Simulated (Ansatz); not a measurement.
# PtTe: the cost of one run

Computed with Ansatz 0.2.0 (DFT PBEsol+U (U_eff = 5 eV on Pt d), plane waves, PAW, no spin–orbit coupling unless a run says so, unless a step's input says otherwise).

The COD entry's cell or inner coordinates are ideal or old and differ from later refinements, so a difference from it is no clean test against experiment.

2 further runs of the same task are left out: 2 that didn't finish.

### 1 Starting point

It takes space group R-3m (No. 166, trigonal). Conventional cell: a = 3.963 Å, b = 3.963 Å, c = 19.983 Å, α = 90.00°, β = 90.00°, γ = 120.00°. Te (site symmetry 3m) has 3 Pt at 2.59 Å as nearest neighbours. Around Pt (site symmetry 3m) lie 3 Te at 2.59 Å and 3 Pt at 2.72 Å.

As a file:

```cif
data_structure
_symmetry_space_group_name_H-M 'P 1'
_symmetry_Int_Tables_number 1
_cell_length_a 13.5171
_cell_length_b 13.5171
_cell_length_c 14.0861
_cell_angle_alpha 16.341
_cell_angle_beta 16.341
_cell_angle_gamma 16.859
_cell_volume 181.21
loop_
_atom_site_label
_atom_site_type_symbol
_atom_site_fract_x
_atom_site_fract_y
_atom_site_fract_z
_atom_site_occupancy
Te1 Te 0.59800 0.59800 0.70100 1
Te2 Te 0.40200 0.40200 0.79900 1
Pt1 Pt 0.87033 0.87033 0.56483 1
Pt2 Pt 0.12967 0.12967 0.93517 1
Te3 Te 0.59800 0.59800 0.20100 1
Te4 Te 0.40200 0.40200 0.29900 1
Pt3 Pt 0.87033 0.87033 0.06483 1
Pt4 Pt 0.12967 0.12967 0.43517 1
```

An earlier series on this cell reached its lowest free state from «ferromagnetic start, free, symmetry kept, no search», perhaps among other starts (it ended without moments).

### 2 Total moment locked, 6.00 μB per cell

Contents of input.yaml:

```yaml
crystal:
  lattice:
    - [1.98156628, -1.14405782, 13.3220621]
    - [-1.98156628, -1.14405782, 13.3220621]
    - [0.0, -4.5762313, 13.3220621]
  atoms:
    - { symbol: Te, position: [0.598, 0.598, 0.701] }
    - { symbol: Te, position: [0.402, 0.402, 0.799] }
    - { symbol: Pt, position: [0.8703333333, 0.8703333333, 0.5648333334], spin: 1.5 }
    - { symbol: Pt, position: [0.1296666667, 0.1296666667, 0.9351666666], spin: 1.5 }
    - { symbol: Te, position: [0.598, 0.598, 0.201] }
    - { symbol: Te, position: [0.402, 0.402, 0.299] }
    - { symbol: Pt, position: [0.8703333333, 0.8703333333, 0.0648333334], spin: 1.5 }
    - { symbol: Pt, position: [0.1296666667, 0.1296666667, 0.4351666666], spin: 1.5 }
basis:
  ecutwfc: 420
  ecutrho_ratio: 4
kpoints:
  mp_grid: { grid: [6, 6, 6] }
hamiltonian:
  xc: pbesol
  hubbard:
    sites:
      - { site: 2, l: d, u_eff: 5.0, starting_ns: [{ spin: up, occupation_matrix: s2up }, { spin: down, occupation_matrix: s2down }] }
      - { site: 3, l: d, u_eff: 5.0, starting_ns: [{ spin: up, occupation_matrix: s3up }, { spin: down, occupation_matrix: s3down }] }
      - { site: 6, l: d, u_eff: 5.0, starting_ns: [{ spin: up, occupation_matrix: s6up }, { spin: down, occupation_matrix: s6down }] }
      - { site: 7, l: d, u_eff: 5.0, starting_ns: [{ spin: up, occupation_matrix: s7up }, { spin: down, occupation_matrix: s7down }] }
    occupation_matrices:
      s2up:
        matrix:
          - [0.97, 0.0, 0.0, 0.0, 0.0]
          - [0.0, 0.97, 0.0, 0.0, 0.0]
          - [0.0, 0.0, 0.97, 0.0, 0.0]
          - [0.0, 0.0, 0.0, 0.97, 0.0]
          - [0.0, 0.0, 0.0, 0.0, 0.97]
      s2down:
        matrix:
          - [0.97, 0.0, 0.0, 0.0, 0.0]
          - [0.0, 0.42602, 0.0, 0.0, 0.46996]
          - [0.0, 0.0, 0.42663, 0.47005, 0.0]
          - [0.0, 0.0, 0.47005, 0.56337, 0.0]
          - [0.0, 0.46996, 0.0, 0.0, 0.56398]
      s3up:
        matrix:
          - [0.97, 0.0, 0.0, 0.0, 0.0]
          - [0.0, 0.97, 0.0, 0.0, 0.0]
          - [0.0, 0.0, 0.97, 0.0, 0.0]
          - [0.0, 0.0, 0.0, 0.97, 0.0]
          - [0.0, 0.0, 0.0, 0.0, 0.97]
      s3down:
        matrix:
          - [0.97, 0.0, 0.0, 0.0, 0.0]
          - [0.0, 0.42602, 0.0, 0.0, 0.46996]
          - [0.0, 0.0, 0.42663, 0.47005, 0.0]
          - [0.0, 0.0, 0.47005, 0.56337, 0.0]
          - [0.0, 0.46996, 0.0, 0.0, 0.56398]
      s6up:
        matrix:
          - [0.97, 0.0, 0.0, 0.0, 0.0]
          - [0.0, 0.97, 0.0, 0.0, 0.0]
          - [0.0, 0.0, 0.97, 0.0, 0.0]
          - [0.0, 0.0, 0.0, 0.97, 0.0]
          - [0.0, 0.0, 0.0, 0.0, 0.97]
      s6down:
        matrix:
          - [0.97, 0.0, 0.0, 0.0, 0.0]
          - [0.0, 0.42602, 0.0, 0.0, 0.46996]
          - [0.0, 0.0, 0.42663, 0.47005, 0.0]
          - [0.0, 0.0, 0.47005, 0.56337, 0.0]
          - [0.0, 0.46996, 0.0, 0.0, 0.56398]
      s7up:
        matrix:
          - [0.97, 0.0, 0.0, 0.0, 0.0]
          - [0.0, 0.97, 0.0, 0.0, 0.0]
          - [0.0, 0.0, 0.97, 0.0, 0.0]
          - [0.0, 0.0, 0.0, 0.97, 0.0]
          - [0.0, 0.0, 0.0, 0.0, 0.97]
      s7down:
        matrix:
          - [0.97, 0.0, 0.0, 0.0, 0.0]
          - [0.0, 0.42602, 0.0, 0.0, 0.46996]
          - [0.0, 0.0, 0.42663, 0.47005, 0.0]
          - [0.0, 0.0, 0.47005, 0.56337, 0.0]
          - [0.0, 0.46996, 0.0, 0.0, 0.56398]
    ns_hold: { iters: 8 }
scf:
  occupations: { method: gaussian, width: 0.05 }
  lower_state_search: "off"
  max_iter: 150
output:
  forces: true
  stress: true
  eigenvalues: true
  populations: true
  hubbard:
    sites:
      - { site: 2, l: d }
      - { site: 3, l: d }
      - { site: 6, l: d }
      - { site: 7, l: d }
magnetization:
  spin_polarized: true
  initial_magnetization: 6.0
  spin_locking: { lock_magnetization: hard }
```

The typed matrices put 0.97 on the chosen orbitals and 0.02 on the others, and are held for 8 cycles. The lock stays on to the end, so the result is a constrained state.

The run is started by

```sh
$ ansatz run input.yaml --threads 4 --pin off --max-ram 6144MiB --backend cpu --events-out ev --progress --plain --runs-dir out
```

**Question.** How long does this run take on 4 threads of Intel Xeon 6975P-C (Granite Rapids), shared host, and how much memory does it need?

About 44 s, with a peak of 1.9 GiB.
